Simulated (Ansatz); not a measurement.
# F2H5NO2Zr: the cost of one run

Method: RKS PBE-D4/def2-SVP, in Ansatz 0.2.0.

### Step 1. The starting structure

Bond lengths: Zr1–N2 2.560 Å, N2–H3 1.060 Å, N2–H4 1.060 Å, Zr1–F5 1.980 Å, Zr1–O6 2.069 Å, O6–H7 1.010 Å, Zr1–F8 1.979 Å, Zr1–O9 2.370 Å, O9–H10 1.010 Å, Zr1–H11 2.447 Å. Angles (14 of 20 angles, heavy atoms first): N2–Zr1–F5 109.4°, N2–Zr1–O6 109.5°, N2–Zr1–F8 109.5°, N2–Zr1–O9 71.6°, F5–Zr1–O6 109.5°, F5–Zr1–F8 109.5°, F5–Zr1–O9 67.2°, O6–Zr1–F8 109.5°, O6–Zr1–O9 176.6°, F8–Zr1–O9 72.8°, Zr1–N2–H3 120.0°, Zr1–N2–H4 120.0°, N2–Zr1–H11 35.2°, F5–Zr1–H11 88.5°.

Coordinates:

```xyz
11

Zr    0.0000    0.0000    0.0000
N     0.0000    0.0000    2.5600
H    -0.8770   -0.2713    3.0900
H     0.8770    0.2713    3.0900
F     1.8671    0.0000   -0.6593
O    -0.9750    1.6891   -0.6893
H    -1.9328    1.4584   -0.9117
F    -0.9326   -1.6157   -0.6593
O     1.2370   -1.8784    0.7473
H     0.6706   -2.7104    0.6628
H     0.7761   -1.1786    1.9994
```

### Step 2. Pulling towards end A

Springs on the bonds that form and break draw the guess towards this end; the thresholds are loose.

input.yaml

```yaml
crystal:
  periodic: [false, false, false]
  atoms:
    - { symbol: Zr, position_ang: [0.0, 0.0, 0.0] }
    - { symbol: "N", position_ang: [0.0, 0.0, 2.56] }
    - { symbol: H, position_ang: [-0.877, -0.2713, 3.09] }
    - { symbol: H, position_ang: [0.877, 0.2713, 3.09] }
    - { symbol: F, position_ang: [1.8671, 0.0, -0.6593] }
    - { symbol: O, position_ang: [-0.975, 1.6891, -0.6893] }
    - { symbol: H, position_ang: [-1.9328, 1.4584, -0.9117] }
    - { symbol: F, position_ang: [-0.9326, -1.6157, -0.6593] }
    - { symbol: O, position_ang: [1.237, -1.8784, 0.7473] }
    - { symbol: H, position_ang: [0.6706, -2.7104, 0.6628] }
    - { symbol: H, position_ang: [0.7761, -1.1786, 1.9994] }
basis:
  gaussian: { orbitals: def2-SVP }
hamiltonian:
  xc: pbe
  dispersion: d4
relax:
  f_tol: 0.15
  max_steps: 25
  restrain:
    - { distance: [0, 8], at: 3.27, k: 30.0 }
    - { distance: [10, 1], at: 2.26, k: 30.0 }
    - { distance: [0, 1], at: 2.21, k: 30.0 }
    - { distance: [10, 8], at: 1.01, k: 30.0 }
```

Launch:

```sh
$ ansatz run input.yaml --threads 4 --pin off --max-ram 5120MiB --backend cpu --events-out ev --progress --plain --runs-dir out
```

Q: Estimate wall time and peak memory on 4 threads of Arm Neoverse V1, shared host.

About 23 s, with a peak of 0.18 GiB.
